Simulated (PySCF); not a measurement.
**One shape, several levels: CH4ClISi (SMILES C[SiH](Cl)I)**

Wanted: a comparison of 6 runs (HF/STO-3G, HF/3-21G, HF/def2-SVP, HF/def2-SVPD, r2SCAN/def2-SVP, PBE/def2-TZVP) of CH4ClISi. The job is set up through a Python script.

The calculation is run with PySCF 2.14.0.

## Step 1: The structure to begin with

CH4ClISi has 8 atoms, charge 0, and is taken as a singlet. SMILES: `C[SiH](Cl)I`. The coordinates come from a PBE0-D4/def2-TZVP relaxation.

Bond lengths: C1–Si2 1.851 Å, Si2–Cl3 2.051 Å, Si2–I4 2.439 Å, C1–H5 1.092 Å, C1–H6 1.093 Å, C1–H7 1.091 Å, Si2–H8 1.479 Å. Some angles: C1–Si2–Cl3 109.7°, C1–Si2–I4 110.0°, Cl3–Si2–I4 109.4°, C1–Si2–H8 113.2°, Cl3–Si2–H8 107.3°, I4–Si2–H8 107.1°, Si2–C1–H5 110.0°, Si2–C1–H6 109.8°, Si2–C1–H7 110.5°, H5–C1–H6 109.0°.

## Step 2: Energy and forces at HF/STO-3G (run 1)

Input file run.py:

```python
from pyscf import gto

mol = gto.M(
    atom='''
C     -0.047621     1.975142     0.000567
Si    -0.041952    -1.511214     0.286294
Cl     3.508843    -2.735379     1.245896
I     -1.292195    -3.423806    -3.715580
H     -1.940371     2.641648    -0.482636
H      0.526478     2.824007     1.793728
H      1.263093     2.580610    -1.471908
H     -1.802232    -2.459479     2.238003
''',
    max_memory=1860,
    unit='bohr',
    charge=0,
    verbose=3,
    basis='sto-3g',
)

myscf = mol.RHF()
myscf.conv_tol = 1e-10
myscf.kernel()
if not myscf.converged:
    myscf = myscf.newton().run(myscf.mo_coeff, myscf.mo_occ)

e_final = myscf.e_tot
print(f'total energy: {e_final:.8f} hartree')
grad = myscf.nuc_grad_method().kernel()
myscf.analyze()
```

On the command line:

```sh
$ OMP_NUM_THREADS=1 python run.py
```

The log of the run:

```text
converged SCF energy = -7630.73334807323
[... 13 lines left out ...]
MO #4   energy= -168.437267250965  occ= 2
[... 9 lines left out ...]
MO #14  energy= -23.3558911578057  occ= 2
[... 9 lines left out ...]
MO #24  energy= -5.15973040292771  occ= 2
[... 9 lines left out ...]
MO #34  energy= -1.94673337207404  occ= 2
[... 9 lines left out ...]
MO #44  energy= -0.389367848802096 occ= 2
[... 9 lines left out ...]
MO #54  energy= 0.712873518995934  occ= 0
[... 9 lines left out ...]
Dipole moment(X, Y, Z, Debye): -1.82631,  2.24519,  1.27957
```

It took 7.8 s on 1 thread of Intel Xeon at 2.70GHz, shared host; peak memory 0.13 GiB.

## Step 3: Energy and gradient at HF/3-21G (run 2)

Input file job.py:

```python
from pyscf import gto, scf

mol = gto.M(
    atom=[
    ('C', (-0.025200, 1.045200, 0.000300)),
    ('Si', (-0.022200, -0.799700, 0.151500)),
    ('Cl', (1.856800, -1.447500, 0.659300)),
    ('I', (-0.683800, -1.811800, -1.966200)),
    ('H', (-1.026800, 1.397900, -0.255400)),
    ('H', (0.278600, 1.494400, 0.949200)),
    ('H', (0.668400, 1.365600, -0.778900)),
    ('H', (-0.953700, -1.301500, 1.184300)),
],
    charge=0,
    max_memory=1860,
    basis='3-21g',
    spin=0,
    verbose=4,
)

calc0 = scf.RHF(mol)
calc0.conv_tol = 1e-10
calc0.kernel()
if not calc0.converged:
    calc0 = calc0.newton().run(calc0.mo_coeff, calc0.mo_occ)

etot = calc0.e_tot
print('E = %.10f Eh' % etot)
grad = calc0.nuc_grad_method().kernel()
dip = calc0.dip_moment()
pop, q = calc0.mulliken_pop()
```

On the command line:

```sh
$ OMP_NUM_THREADS=1 python job.py
```

The log of the run:

```text
PySCF version 2.14.0

[... 62 lines left out ...]
converged SCF energy = -7672.05570501048
[... 12 lines left out ...]
Dipole moment(X, Y, Z, Debye): -1.82924,  2.44338,  0.76737
[... 83 lines left out ...]
charge of    7H =     -0.13516
```

Run time: 6.9 s. Hardware: 1 thread of Intel Xeon at 2.70GHz, shared host; peak memory 0.15 GiB.

Runs 3 to 4 aren't shown in full; the table further down has their settings and results.

## Step 4: Energy and gradient at r2SCAN/def2-SVP (core potential) (run 5)

Input file calc.py:

```python
from pyscf import gto, dft

mol = gto.Mole()
mol.atom = '''
C     -0.047621     1.975142     0.000567
Si    -0.041952    -1.511214     0.286294
Cl     3.508843    -2.735379     1.245896
I     -1.292195    -3.423806    -3.715580
H     -1.940371     2.641648    -0.482636
H      0.526478     2.824007     1.793728
H      1.263093     2.580610    -1.471908
H     -1.802232    -2.459479     2.238003
'''
mol.ecp = {'I': 'def2-svp'}
mol.unit = 'bohr'
mol.verbose = 4
mol.basis = 'def2-svp'
mol.spin = 0
mol.max_memory = 1860
mol.build()

mf = dft.RKS(mol, xc='r2scan')
mf.conv_tol = 1e-10
mf.grids.level = 5
mf.kernel()
if not mf.converged:
    mf = mf.newton().run(mf.mo_coeff, mf.mo_occ)

e_final = mf.e_tot
print('E(%s) = %.9f' % ('R2SCAN', e_final))
grad = mf.nuc_grad_method().kernel()
mf.analyze()
```

On the command line:

```sh
$ OMP_NUM_THREADS=1 python calc.py
```

The log of the run:

```text
PySCF version 2.14.0

[... 113 lines left out ...]
MO #6   energy= -7.11426077722383  occ= 2
[... 17 lines left out ...]
MO #24  energy= -0.489479673428761 occ= 2
[... 17 lines left out ...]
MO #42  energy= 0.248207370623697  occ= 0
[... 17 lines left out ...]
MO #60  energy= 0.643467267052691  occ= 0
[... 17 lines left out ...]
MO #78  energy= 1.5123999275141    occ= 0
[... 17 lines left out ...]
MO #96  energy= 55.9264329435072   occ= 0
[... 107 lines left out ...]
Dipole moment(X, Y, Z, Debye): -0.69389,  1.83009,  0.67072
```

Wall time 1.8 min (1 thread of Intel Xeon at 2.70GHz, shared host); peak memory 0.95 GiB.

## Step 5: Energy and gradient at PBE/def2-TZVP (core potential) (run 6)

Input file run.py:

```python
from pyscf import gto, dft

mol = gto.Mole()
mol.atom = '''
C     -0.047621     1.975142     0.000567
Si    -0.041952    -1.511214     0.286294
Cl     3.508843    -2.735379     1.245896
I     -1.292195    -3.423806    -3.715580
H     -1.940371     2.641648    -0.482636
H      0.526478     2.824007     1.793728
H      1.263093     2.580610    -1.471908
H     -1.802232    -2.459479     2.238003
'''
mol.spin = 0
mol.unit = 'bohr'
mol.verbose = 3
mol.charge = 0
mol.basis = 'def2-tzvp'
mol.max_memory = 1860
mol.ecp = {'I': 'def2-svp'}
mol.build()

mf = dft.RKS(mol)
mf.xc = 'pbe'
mf.grids.level = 5
mf.conv_tol = 1e-10
mf.kernel()
if not mf.converged:
    mf = mf.newton().run(mf.mo_coeff, mf.mo_occ)

etot = mf.e_tot
print('Final energy', etot)
grad = mf.nuc_grad_method().kernel()
mf.analyze()
```

On the command line:

```sh
$ OMP_NUM_THREADS=1 python run.py
```

The log of the run:

```text
converged SCF energy = -1087.64812983575
[... 38 lines left out ...]
MO #29  energy= -0.328137430329851 occ= 2
[... 29 lines left out ...]
MO #59  energy= 0.353006036477402  occ= 0
[... 29 lines left out ...]
MO #89  energy= 0.972718547371742  occ= 0
[... 29 lines left out ...]
MO #119 energy= 1.80934669027656   occ= 0
[... 29 lines left out ...]
MO #149 energy= 2.97134007351906   occ= 0
[... 29 lines left out ...]
MO #179 energy= 117.997743810746   occ= 0
[... 9 lines left out ...]
Dipole moment(X, Y, Z, Debye): -0.61670,  1.66936,  0.51313
```

Run time: 3.1 min. Hardware: 1 thread of Intel Xeon at 2.70GHz, shared host; peak memory 2.5 GiB.

## Step 6: All runs side by side

```
run                             level  core potential  integration grid   energy (Eh)  dipole moment (D)  HOMO energy (eV)  LUMO energy (eV)  wall time
  1                         HF/STO-3G               –                 –  -7630.733348               3.16             -7.88              7.03      7.8 s
  2                          HF/3-21G               –                 –  -7672.055705               3.15            -10.38              2.63      6.9 s
  3      HF/def2-SVP (core potential)        def2-svp                 –  -1085.121944               2.22            -10.27              3.21       20 s
  4     HF/def2-SVPD (core potential)        def2-svp                 –  -1085.134605               2.14            -10.31              1.66       37 s
  5  r2SCAN/def2-SVP (core potential)        def2-svp                 5  -1087.778417               2.07             -6.87             -0.99    1.8 min
  6    PBE/def2-TZVP (core potential)        def2-svp                 5  -1087.648130               1.85             -6.62             -1.41    3.1 min
```

## Step 7: Results

| quantity | value |
| --- | --- |
| run 6: total energy | -1087.64813 Eh |
| run 6: dipole moment | 1.85 D |
| run 6: HOMO energy | -6.62 eV |
| run 6: LUMO energy | -1.41 eV |
| run 6: HOMO–LUMO gap | 5.21 eV |
| run 6: largest force on an atom | 0.337 eV/Å |

The dipole moment (its size) runs from 1.85 D (PBE/def2-TZVP) to 3.16 D (HF/STO-3G). The two ends differ in method and basis and core potential. The HOMO–LUMO gap runs from 5.21 eV (PBE/def2-TZVP) to 14.91 eV (HF/STO-3G). Totals of different functionals can't be ranked against each other. Some runs of one species differ in core potentials or relativity; totals across that change don't compare. In run 1 the basis is minimal, so the values are rough. In runs 1, 2 relativity is left out where basis or elements ask for it. All runs together took 6.1 min, the longest 3.1 min.
